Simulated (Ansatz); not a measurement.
**Br (diamond type): how the settings move a single-point run**

How sensitive is a single-point run of Br (diamond type) to its settings? A reference run comes first, then two runs with altered input.

Computed with Ansatz 0.2.0 (reference: DFT, LDA, all-electron LAPW, scalar-relativistic, unless a step's input says otherwise).

### Step 1. Starting point

It takes space group Fd-3m (No. 227, cubic). The conventional cell has a = 6.728 Å, b = 6.728 Å, c = 6.728 Å, α = 90.00°, β = 90.00°, γ = 90.00°. Br (site symmetry -43m) has 4 Br at 2.91 Å in its first shell of neighbours.

Structure file:

```
Br
1.0
     0.00000    3.36395    3.36395
     3.36395    0.00000    3.36395
     3.36395    3.36395    0.00000
Br
2
Direct
  0.87500 0.87500 0.87500
  0.12500 0.12500 0.12500
```

### Step 2. The reference run

File input.yaml:

```yaml
crystal:
  lattice:
    - [0.0, 3.3639508418, 3.3639508418]
    - [3.3639508418, 0.0, 3.3639508418]
    - [3.3639508418, 3.3639508418, 0.0]
  atoms:
    - { symbol: Br, position: [-0.125, -0.125, -0.125] }
    - { symbol: Br, position: [0.125, 0.125, 0.125] }
kpoints:
  mp_grid: { grid: [11, 11, 11] }
  band_path:
    path:
      - [0.0, 0.0, 0.0]
      - [0.5, 0.0, 0.5]
      - [0.625, 0.25, 0.625]
      - [0.375, 0.375, 0.75]
      - [0.0, 0.0, 0.0]
      - [0.5, 0.5, 0.5]
      - [0.5, 0.25, 0.75]
      - [0.5, 0.0, 0.5]
    npoints: 14
scf:
  occupations: { method: fermi_dirac, width: 0.08 }
hamiltonian:
  xc: lda
  pseudopotentials: { kind: all_electron, lapw: { basis_error: 0.001 } }
output:
  forces: true
  stress: true
  eigenvalues: true
  populations: true
  dos: { projected: true, de: 0.2, e_range: [-14, 8] }
```

Launch:

```
$ ansatz run input.yaml --threads 1 --pin off --max-ram 2048MiB --backend cpu --events-out ev --progress --plain --runs-dir out
```

### Step 3. Variant: scf.algorithm direct_min

input.yaml: that of step 2 with these lines changed.

```diff
@@ -23,2 +23,3 @@
   occupations: { method: fermi_dirac, width: 0.08 }
+  algorithm: direct_min
 hamiltonian:
@@ -31,2 +32 @@
   populations: true
-  dos: { projected: true, de: 0.2, e_range: [-14, 8] }
```

### Step 4. Variant: mp_grid.grid [6, 6, 6]

input.yaml: that of step 2 with these lines changed.

```diff
@@ -9,3 +9,3 @@
 kpoints:
-  mp_grid: { grid: [11, 11, 11] }
+  mp_grid: { grid: [6, 6, 6] }
   band_path:
@@ -31,2 +31 @@
   populations: true
-  dos: { projected: true, de: 0.2, e_range: [-14, 8] }
```

What does the calculation give? Wanted: for each run, ending; energy change; pressure; gap; force.

**Answer**, as computed:

| run | ending | energy change | pressure (GPa) | gap (eV) | force (eV/Å) | cycles | time |
| --- | --- | --- | --- | --- | --- | --- | --- |
| reference | converged | 0 | 0.0 | 0.00 | 0.00 | 6 | 7.3 s |
| 1: scf.algorithm direct_min | converged | 0.0 meV/atom | 0.0 | 0.00 | 0.00 | 5 | 11 s |
| 2: mp_grid.grid [6, 6, 6] | converged | -0.2 meV/atom | 0.0 | 0.00 | 0.00 | 6 | 4.6 s |

Times don't compare one to one where runs were asked for different outputs or read a saved state (see the inputs); cycles may leave out searches for a lower state.

Residual by cycle in the longest SCF loop of each run; runs are numbered as in the table. The quantity is the density residual dr2, in eV.

| cycle | reference | run 1 | run 2 |
| --- | --- | --- | --- |
| 1 | 0.0027 | 0.0027 | 0.0027 |
| 2 | 2.6e-4 | 9.1e-5 | 2.6e-4 |
| 3 | 1.8e-5 | 9.8e-6 | 1.8e-5 |
| 4 | 4.8e-6 | 2.2e-8 | 4.8e-6 |
| 5 | 2.1e-7 | 5.6e-12 | 2.1e-7 |
| 6 | 2.9e-9 | - | 2.9e-9 |

What this shows: Of the converged runs whose energies compare with the reference's, «mp_grid.grid [6, 6, 6]» moves the energy most (-0.2 meV/atom) and «scf.algorithm direct_min» least (0.0 meV/atom). Of the variants the dearest is «scf.algorithm direct_min» (11 s), the cheapest «mp_grid.grid [6, 6, 6]» (4.6 s), on a shared host.
